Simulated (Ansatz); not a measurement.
Run this with the Ansatz DFT code, driven from Python and show what comes out.

The script, `scan_albrh.py`:
```python
# -*- coding: utf-8 -*-
"""Stretching a bond of AlBrH, the rest held rigid."""

import ansatz as az
import numpy as np


def main():
    albrh = (
        az.Crystal.molecule()
        .atom("Al", (-0.2833, -0.622, -0.231))
        .atom("Br", (1.6602, -0.0135, 0.9099))
        .atom("H", (-1.3879, 0.5707, -0.6922))
    )

    symbols = [site.symbol for site in albrh.cartesian_sites]
    start = np.array([site.position_ang for site in albrh.cartesian_sites])
    axis = (start[2] - start[0]) / np.linalg.norm(start[2] - start[0])
    moving = [2]
    lengths, energies = [1.487, 1.555, 1.622, 1.69, 1.757, 1.825, 1.893, 1.994], []
    for length in lengths:
        xyz = start.copy()
        xyz[moving] += (length - np.linalg.norm(start[2] - start[0])) * axis
        point = az.Crystal.molecule()
        for symbol, place in zip(symbols, xyz):
            point = point.atom(symbol, place.tolist())
        model = (
            point.calculation()
            .basis(gaussian="def2-SVP")
            .functional("b3lyp", dispersion="d4")
            .spin("collinear", total=1)
        )
        report = model.run(threads=1, backend="cpu").report
        energies.append(report["free_energy_ev"])
        print(f"r = {length:6.3f} A  E = {energies[-1]:.5f} eV  <S^2> = {abs(report['mean_field']['state']['spin_squared']):.3f}")

    # quartic fit about the minimum
    fit = np.polynomial.Polynomial.fit(lengths, np.array(energies) - min(energies), 4).convert()
    roots = [r.real for r in fit.deriv().roots() if abs(r.imag) < 1e-9 and fit.deriv(2)(r.real) > 0]
    r_e = min(roots, key=lambda r: abs(r - lengths[int(np.argmin(energies))]))
    print(f"minimum of the fit at {r_e:.4f} A, force constant {fit.deriv(2)(r_e):.2f} eV/A^2")


if __name__ == "__main__":
    main()
```

```console
$ python scan_albrh.py
r =  1.487 A  E = -76650.58615 eV  <S^2> = 0.752
r =  1.555 A  E = -76650.66864 eV  <S^2> = 0.752
r =  1.622 A  E = -76650.68443 eV  <S^2> = 0.753
r =  1.690 A  E = -76650.65094 eV  <S^2> = 0.753
r =  1.757 A  E = -76650.58276 eV  <S^2> = 0.754
r =  1.825 A  E = -76650.49009 eV  <S^2> = 0.756
r =  1.893 A  E = -76650.38572 eV  <S^2> = 0.758
r =  1.994 A  E = -76650.21709 eV  <S^2> = 0.762
minimum of the fit at 1.6069 A, force constant 11.59 eV/A^2
```

Reading the output:
- Total energies depend on the basis set; only differences at equal settings carry meaning.
- The rest of the molecule is held rigid at a force-field or estimated start geometry, and the basis set is modest; single-reference methods fail as a bond breaks.
- The species is open-shell (spin multiplicity 2).
- b3lyp holds the VWN-RPA fit, as in Gaussian; the form of ORCA and Turbomole is b3lyp5.
- Spin-orbit coupling of the heavy open-shell atom is left out.
- Run time: 14 s on 1 thread of Intel(R) Xeon(R) Platinum 8375C CPU @ 2.90GHz (Ice Lake), on a shared host, peak memory 0.21 GiB.

(A comment or docstring line of the script was reworded after the run, the code is as it ran; lines on the test bed's own set-up are left out of the output.)
